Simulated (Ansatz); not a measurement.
# CH6Sn: basis-set convergence

One table from this session's results is given with a row withheld; the runs are named, their logs left out.

Method: one geometry, several basis sets; program: Ansatz 0.2.0, Gaussian basis.

Plan: PBE0-D4/def2-SVP; ωB97M-V/def2-SVP; PBE0-D4/def2-QZVPP; ωB97M-V/def2-QZVPP; the functionals' def2-TZVPP values are taken from earlier runs.

### The geometry

The geometry comes from an earlier relaxation with PBE0-D4 in a triple-zeta def2 set; it is a stationary point, not always the lowest conformer. Sn takes the def2 core potential; no spin-orbit term is included.

SMILES `[CH3][SnH3]`, 8 atoms, charge 0, spin multiplicity 1.

Atoms are counted from 1 here; the program's logs count them from 0.

Bond lengths: C1–Sn2 2.140 Å, C1–H3 1.090 Å, C1–H4 1.090 Å, C1–H5 1.090 Å, Sn2–H6 1.709 Å, Sn2–H7 1.709 Å, Sn2–H8 1.709 Å. Angles: Sn2–C1–H3 110.0°, Sn2–C1–H4 110.0°, Sn2–C1–H5 110.0°, H3–C1–H4 109.0°, H3–C1–H5 109.0°, H4–C1–H5 109.0°, C1–Sn2–H6 110.1°, C1–Sn2–H7 110.1°, C1–Sn2–H8 110.1°, H6–Sn2–H7 108.8°, H6–Sn2–H8 108.8°, H7–Sn2–H8 108.8°.

The first run:

Contents of in.yaml:

```yaml
crystal:
  periodic: [false, false, false]
  atoms:
    - {symbol: C, position_ang: [1.094459, 0.367391, -0.110629]}
    - {symbol: Sn, position_ang: [-0.919357, -0.329068, 0.082127]}
    - {symbol: H, position_ang: [1.300518, 0.627717, -1.148804]}
    - {symbol: H, position_ang: [1.789320, -0.411191, 0.204039]}
    - {symbol: H, position_ang: [1.244608, 1.249150, 0.512261]}
    - {symbol: H, position_ang: [-2.012033, 0.886774, -0.417452]}
    - {symbol: H, position_ang: [-1.156729, -1.716411, -0.887787]}
    - {symbol: H, position_ang: [-1.248687, -0.731462, 1.710444]}
basis:
  gaussian: {orbitals: def2-SVP}
hamiltonian: {xc: pbe0, dispersion: d4}
output: {orbitals: {seedname: orbitals}}
```

Steps of the session up to this table: PBE0-D4 in def2-SVP; ωB97M-V in def2-SVP; PBE0-D4 in def2-QZVPP; ωB97M-V in def2-QZVPP.

One of the session's tables, all rows but one given; the rest of the session is left out.

It belongs to the step «Density functionals: the series». 

```
functional       basis  HOMO (eV)  LUMO (eV)
   PBE0-D4    def2-SVP      -8.39       0.79
   PBE0-D4  def2-TZVPP          ?          ?
   PBE0-D4  def2-QZVPP      -8.41       0.10
   ωB97M-V    def2-SVP     -10.55       2.40
   ωB97M-V  def2-TZVPP     -10.59       1.53
   ωB97M-V  def2-QZVPP     -10.59       1.15
```

**Question.** Estimate the row for PBE0-D4, def2-TZVPP.

As computed: HOMO (eV): -8.41; LUMO (eV): 0.28.
